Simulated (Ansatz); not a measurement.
# HSTe: the cost of one run

Program: Ansatz 0.2.0. Level of theory: UKS B3LYP-D4/def2-SVP. These are calculated values, not measurements.

### Step 1. The starting structure

Bond lengths: S1–Te2 2.277 Å, Te2–H3 1.663 Å. Angles: S1–Te2–H3 97.6°.

Coordinates:

```xyz
3

S     1.4390    0.2945    0.8229
Te   -0.5491    0.6459   -0.2299
H    -0.8900   -0.9404   -0.5930
```

### Step 2. Relaxing the start

input.yaml

```yaml
crystal:
  periodic: [false, false, false]
  atoms:
    - { symbol: S, position_ang: [1.43905, 0.29449, 0.82288] }
    - { symbol: Te, position_ang: [-0.5491, 0.64587, -0.2299] }
    - { symbol: H, position_ang: [-0.88996, -0.94037, -0.59298] }
magnetization:
  spin_polarized: true
  initial_magnetization: 1
basis:
  gaussian: { orbitals: def2-SVP }
hamiltonian:
  xc: b3lyp
  dispersion: d4
relax:
  f_tol: 0.02
  max_steps: 40
```

Run with:

```bash
$ ansatz run input.yaml --threads 1 --pin off --max-ram 2048MiB --backend cpu --events-out ev --progress --plain --runs-dir out
```

Q: Estimate wall time and peak memory on 1 thread of Arm Neoverse V2, shared host.

About 9.9 s, with a peak of 0.13 GiB.
